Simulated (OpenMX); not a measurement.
# Bi2Te3 (Tellurobismuthite) (R-3m) in OpenMX: further runs, part 2 of 2

OpenMX 3.8.5. The steps go on from the part before.

## Step 5: Single point, LDA, 34.55 Å³/atom (volume scaled by 1.02)

Bi2Te3.dat reads:

```
System.CurrrentDirectory             ./
System.Name                          Bi2Te3
DATA.PATH                            ./DFT_DATA13
level.of.stdout                      1
level.of.fileout                     0
Species.Number                       2
<Definition.of.Atomic.Species
  Bi  Bi8.0-s3p2d2f1         Bi_CA13
  Te  Te7.0-s3p2d2f1         Te_CA13
Definition.of.Atomic.Species>

Atoms.Number                         5
Atoms.SpeciesAndCoordinates.Unit     FRAC
<Atoms.SpeciesAndCoordinates
    1  Bi    0.6000000000    0.6000000000    0.6000000000   7.500  7.500
    2  Bi    0.4000000000    0.4000000000    0.4000000000   7.500  7.500
    3  Te    0.7905000000    0.7905000000    0.7905000000   8.000  8.000
    4  Te    0.2095000000    0.2095000000    0.2095000000   8.000  8.000
    5  Te    0.0000000000    0.0000000000    0.0000000000   8.000  8.000
Atoms.SpeciesAndCoordinates>

Atoms.UnitVectors.Unit               Ang
<Atoms.UnitVectors
     2.2075236021    1.2745143459   10.2329909245
    -2.2075236021    1.2745143459   10.2329909245
     0.0000000000   -2.5490286918   10.2329909245
Atoms.UnitVectors>

scf.XcType                           LDA
scf.SpinPolarization                 off
scf.ElectronicTemperature            580.226
scf.maxIter                          100
scf.EigenvalueSolver                 band
scf.Kgrid                            7 7 7
scf.Mixing.Type                      rmm-diisk
scf.Init.Mixing.Weight               0.05
scf.Min.Mixing.Weight                0.001
scf.Max.Mixing.Weight                0.3
scf.Mixing.History                   25
scf.Mixing.StartPulay                8
scf.criterion                        1.0e-8
MD.Type                              nomd
scf.Ngrid                            50 50 50
scf.energycutoff                     500.0
```

Launch:

```bash
> openmx Bi2Te3.dat -nt 1 > Bi2Te3.std
```

Run time: 4.8 min. Hardware: 1 thread of Intel Xeon 6975P-C (Granite Rapids), shared host; peak memory 1 GiB.

It converged, with:

| Property | Result |
| --- | --- |
| Free energy | -12197.4721 eV |
| Largest force | 0.072 eV/Å |
| Band gap on the k mesh | 0.18 eV, direct |
| Mulliken charges | Bi +0.62; Te -0.35, -0.55 e |

Caveat: the basis has few d functions beyond the semicore shells, which can make volumes several per cent too large; Mulliken charges move with the basis; spin-orbit coupling is left out, which as a rule narrows the gap of such compounds by several tenths of an eV; an odd mesh through Γ misses points on the zone boundary, where band edges often lie; the basis of atomic orbitals isn't converged, which shifts pressures, moduli and gaps.

## Step 6: Single point, LDA, 32.52 Å³/atom (volume scaled by 0.96)

Bi2Te3.dat: that of step 5 with these lines changed.

```diff
@@ -23,5 +23,5 @@
 <Atoms.UnitVectors
-     2.2075236021    1.2745143459   10.2329909245
-    -2.2075236021    1.2745143459   10.2329909245
-     0.0000000000   -2.5490286918   10.2329909245
+     2.1633612316    1.2490171894   10.0282759508
+    -2.1633612316    1.2490171894   10.0282759508
+     0.0000000000   -2.4980343789   10.0282759508
 Atoms.UnitVectors>
```

Potentials or basis: OpenMX 2013 LDA set, Bi8.0-s3p2d2f1, Te7.0-s3p2d2f1, fixed grid of 50 × 50 × 50 points.

Launch:

```bash
> openmx Bi2Te3.dat -nt 1 > Bi2Te3.std
```

Run time: 5.9 min. Hardware: 1 thread of Intel Xeon 6975P-C (Granite Rapids), shared host; peak memory 1.1 GiB.

Results (log left out):

| Quantity | Value |
| --- | --- |
| Free energy | -12197.4540 eV |
| Largest force | 0.317 eV/Å |
| Band gap on the k mesh | 0.14 eV, direct |
| Mulliken charges | Bi +0.61; Te -0.34, -0.54 e |

Caveat: the basis has few d functions beyond the semicore shells, which can make volumes several per cent too large; Mulliken charges move with the basis; spin-orbit coupling is left out, which as a rule narrows the gap of such compounds by several tenths of an eV; an odd mesh through Γ misses points on the zone boundary, where band edges often lie; the basis of atomic orbitals isn't converged, which shifts pressures, moduli and gaps.

## Step 7: Single point, LDA, 35.23 Å³/atom (volume scaled by 1.04)

Bi2Te3.dat: that of step 6 with these lines changed.

```diff
@@ -23,5 +23,5 @@
 <Atoms.UnitVectors
-     2.1633612316    1.2490171894   10.0282759508
-    -2.1633612316    1.2490171894   10.0282759508
-     0.0000000000   -2.4980343789   10.0282759508
+     2.2218585726    1.2827906449   10.2994407795
+    -2.2218585726    1.2827906449   10.2994407795
+     0.0000000000   -2.5655812900   10.2994407795
 Atoms.UnitVectors>
```

Launch:

```bash
> openmx Bi2Te3.dat -nt 1 > Bi2Te3.std
```

Run time: 4.9 min. Hardware: 1 thread of Intel Xeon 6975P-C (Granite Rapids), shared host; peak memory 1 GiB.

The run converged. Its results:

- Free energy: -12197.4361 eV
- Largest force: 0.144 eV/Å
- Band gap on the k mesh: 0.19 eV, direct
- Mulliken charges: Bi +0.63; Te -0.35, -0.55 e

Caveat: the basis has few d functions beyond the semicore shells, which can make volumes several per cent too large; Mulliken charges move with the basis; spin-orbit coupling is left out, which as a rule narrows the gap of such compounds by several tenths of an eV; an odd mesh through Γ misses points on the zone boundary, where band edges often lie; the basis of atomic orbitals isn't converged, which shifts pressures, moduli and gaps.

## Step 8: Single point, LDA, 31.84 Å³/atom (volume scaled by 0.94)

Bi2Te3.dat: that of step 7 with these lines changed.

```diff
@@ -23,5 +23,5 @@
 <Atoms.UnitVectors
-     2.2218585726    1.2827906449   10.2994407795
-    -2.2218585726    1.2827906449   10.2994407795
-     0.0000000000   -2.5655812900   10.2994407795
+     2.1482323364    1.2402825177    9.9581458525
+    -2.1482323364    1.2402825177    9.9581458525
+     0.0000000000   -2.4805650355    9.9581458525
 Atoms.UnitVectors>
```

Launch:

```bash
> openmx Bi2Te3.dat -nt 1 > Bi2Te3.std
```

Wall time 6.1 min (1 thread of Intel Xeon 6975P-C (Granite Rapids), shared host); peak memory 1.1 GiB.

It converged, with:

| Item | Value |
| --- | --- |
| Free energy | -12197.3977 eV |
| Largest force | 0.460 eV/Å |
| Band gap on the k mesh | 0.13 eV, direct |
| Mulliken charges | Bi +0.60; Te -0.33, -0.53 e |

Caveat: the basis has few d functions beyond the semicore shells, which can make volumes several per cent too large; Mulliken charges move with the basis; spin-orbit coupling is left out, which as a rule narrows the gap of such compounds by several tenths of an eV; an odd mesh through Γ misses points on the zone boundary, where band edges often lie; the basis of atomic orbitals isn't converged, which shifts pressures, moduli and gaps.

## Step 9: Single point, LDA, 35.90 Å³/atom (volume scaled by 1.06)

Bi2Te3.dat: that of step 8 with these lines changed.

```diff
@@ -23,5 +23,5 @@
 <Atoms.UnitVectors
-     2.1482323364    1.2402825177    9.9581458525
-    -2.1482323364    1.2402825177    9.9581458525
-     0.0000000000   -2.4805650355    9.9581458525
+     2.2360109196    1.2909615063   10.3650440818
+    -2.2360109196    1.2909615063   10.3650440818
+     0.0000000000   -2.5819230127   10.3650440818
 Atoms.UnitVectors>
```

Potentials or basis: OpenMX 2013 LDA set, Bi8.0-s3p2d2f1, Te7.0-s3p2d2f1, fixed grid of 50 × 50 × 50 points.

Launch:

```bash
> openmx Bi2Te3.dat -nt 1 > Bi2Te3.std
```

Run time: 5.2 min. Hardware: 1 thread of Intel Xeon 6975P-C (Granite Rapids), shared host; peak memory 1 GiB.

It converged, with:

- Free energy: -12197.3832 eV
- Largest force: 0.244 eV/Å
- Band gap on the k mesh: 0.20 eV, direct
- Mulliken charges: Bi +0.63; Te -0.35, -0.55 e

Caveat: the basis has few d functions beyond the semicore shells, which can make volumes several per cent too large; Mulliken charges move with the basis; spin-orbit coupling is left out, which as a rule narrows the gap of such compounds by several tenths of an eV; an odd mesh through Γ misses points on the zone boundary, where band edges often lie; the basis of atomic orbitals isn't converged, which shifts pressures, moduli and gaps.

## Step 10: Equation of state, LDA

No new run: the results of the series are fitted here.

Results (log left out):

* Equilibrium volume: 33.68 Å³/atom
* Bulk modulus at fixed shape and positions: 53 GPa
* Pressure derivative of the bulk modulus: 4.7 (rough: it moves with the points fitted)

Energy against volume, from the lowest point:
| volume (Å³/atom) | energy (meV/atom) |
| --- | --- |
| 31.839 | 18.24 |
| 32.517 | 6.97 |
| 33.194 | 1.04 |
| 33.871 | 0.00 |
| 34.549 | 3.35 |
| 35.226 | 10.55 |
| 35.904 | 21.14 |

Caveat: the basis has few d functions beyond the semicore shells, which can make volumes several per cent too large; volumes in these bases differ from converged ones by about 1 %, for some elements by several; the cell was scaled at fixed shape and fractional positions, which overstates the stiffness of a crystal with free parameters, most of all of layers and chains; spin-orbit coupling is left out, which moves the levels of the heavy elements; the basis of atomic orbitals isn't converged, which shifts pressures, moduli and gaps.

## Step 11: Against experiment

Step 2. Measured gap of Bi2Te3: 0.17 eV (quoted in “Vacancy and Antisite-Induced Ferromagnetism in Liquid-Phase Exfoliated Bi2Te3”, 2024, arxiv:2412.10539). This calculation gives 0.17 eV (0.00 eV). Spin-orbit coupling on Bi, Te is left out. The value is that of LDA in an atomic basis (OpenMX 2013 LDA set, Bi8.0-s3p2d2f1, Te7.0-s3p2d2f1, grid cutoff 500 Ry), whose error adds to the functional's,, without temperature or zero-point motion. Semilocal functionals fall short of measured gaps as a rule.
